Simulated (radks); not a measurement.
**The Coulomb parameter U of the 3d shell of Mn³⁺**

Aim: U as the second difference [E(n + 1) + E(n − 1) − 2E(n)]/1², with all orbitals relaxed. Bare: the atom's charge changes with n. Screened: the 4s shell takes up the change. The start is a model configuration, not necessarily the ground state.

Program: radks (a radial shooting solver on a logarithmic mesh, Libxc functionals) version 1. Level of theory: scalar-relativistic Kohn-Sham, r2SCAN, spin-unpolarised, spherical densities, finite nucleus. These are calculated values, not measurements, unless marked.

### Step 1. Starting point

```
element            : manganese (Z = 25)
charge             : +3
electrons          : 22
configuration      : [Ar] 3d3 4s1
nuclear rms radius : 3.7057 fm
```

Outer shells as boxes (Hund's rule):

Mn³⁺
```
[Ar] core
3d [↑ ][↑ ][↑ ][  ][  ]
4s [↑ ]
```

### Step 2. Start: [Ar] 3d3 4s1

Settings of this run:

```text
Z 25
configuration [Ar] 3d3 4s1
relativity scalar-relativistic
functional r2scan,r2scan
spin unpolarised
nucleus finite rms 3.7057 fm
c 137.035999084
```

### Step 3. Bare +1: [Ar] 3d4 4s1

Settings, as their differences from step 2:

```diff
@@ -1,3 +1,3 @@
 Z 25
-configuration [Ar] 3d3 4s1
+configuration [Ar] 3d4 4s1
 relativity scalar-relativistic
```

### Step 4. Bare -1: [Ar] 3d2 4s1

Settings, as their differences from step 3:

```diff
@@ -1,3 +1,3 @@
 Z 25
-configuration [Ar] 3d4 4s1
+configuration [Ar] 3d2 4s1
 relativity scalar-relativistic
```

### Step 5. Screened +1: [Ar] 3d4

Settings, as their differences from step 4:

```diff
@@ -1,3 +1,3 @@
 Z 25
-configuration [Ar] 3d2 4s1
+configuration [Ar] 3d4
 relativity scalar-relativistic
```

### Step 6. Screened -1: [Ar] 3d2 4s2

Settings, as their differences from step 5:

```diff
@@ -1,3 +1,3 @@
 Z 25
-configuration [Ar] 3d4
+configuration [Ar] 3d2 4s2
 relativity scalar-relativistic
```

Before running it: what results should come out?

The runs gave:

| quantity | value (eV) |
| --- | --- |
| U, bare | 19.318 |
| U, screened by 4s | 4.249 |
| F0(3d,3d), frozen orbitals | 25.283 |

**Reading.** Relaxing the orbitals brings U down to 76 % of the Slater integral F0. Letting 4s compensate leaves 22 % of the bare value; this second difference measures U(3d,3d) + U(4s,4s) − 2U(3d,4s). A solid screens further than the bare atom, so the bare value is an upper guide for the U of a crystal.
